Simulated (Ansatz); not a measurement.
# BClH4OSSn: the cost of one run

All numbers below are computed with Ansatz 0.2.0 (RKS PBE0-D4/def2-SVP).

1 further run of the same task is left out (it didn't finish).

### 1 The system as given

Bond lengths: S1–Sn2 2.369 Å, Sn2–O3 2.010 Å, O3–B4 1.391 Å, B4–Cl5 1.894 Å, S1–H6 1.401 Å, Sn2–H7 1.775 Å, Sn2–H8 1.743 Å, B4–H9 1.178 Å. Angles: S1–Sn2–O3 110.3°, S1–Sn2–H7 108.9°, S1–Sn2–H8 108.8°, O3–Sn2–H7 110.0°, O3–Sn2–H8 111.3°, H7–Sn2–H8 107.3°, Sn2–S1–H6 94.5°, Sn2–O3–B4 102.5°, O3–B4–Cl5 118.7°, O3–B4–H9 125.9°, Cl5–B4–H9 114.6°.

As a file:

```xyz
9

S     0.2743    2.1822    1.0418
Sn    1.1651    0.3211   -0.1220
O    -0.1615   -0.3609   -1.4687
B    -1.0573   -1.0705   -0.6764
Cl   -2.6844   -0.2405   -0.1761
H    -0.7092    1.4367    1.7040
H     2.6613    0.8167   -0.9391
H     1.5893   -0.9142    1.0320
H    -0.9891   -2.2170   -0.4126
```

### 2 Relaxing end A

File input.yaml:

```yaml
crystal:
  periodic: [false, false, false]
  atoms:
    - { symbol: S, position_ang: [0.2743, 2.1822, 1.0418] }
    - { symbol: Sn, position_ang: [1.1651, 0.3211, -0.122] }
    - { symbol: O, position_ang: [-0.1615, -0.3609, -1.4687] }
    - { symbol: B, position_ang: [-1.0573, -1.0705, -0.6764] }
    - { symbol: Cl, position_ang: [-2.6844, -0.2405, -0.1761] }
    - { symbol: H, position_ang: [-0.7092, 1.4367, 1.704] }
    - { symbol: H, position_ang: [2.6613, 0.8167, -0.9391] }
    - { symbol: H, position_ang: [1.5893, -0.9142, 1.032] }
    - { symbol: H, position_ang: [-0.9891, -2.217, -0.4126] }
basis:
  gaussian: { orbitals: def2-SVP }
hamiltonian:
  xc: pbe0
  dispersion: d4
relax:
  f_tol: 0.02
  max_steps: 50
```

Command:

```sh
$ ansatz run input.yaml --threads 2 --pin off --max-ram 3072MiB --backend cpu --events-out ev --progress --plain --runs-dir out
```

What time and memory should one allow on 2 threads of Arm Neoverse V2, shared host?

About 83 s, with a peak of 0.28 GiB.
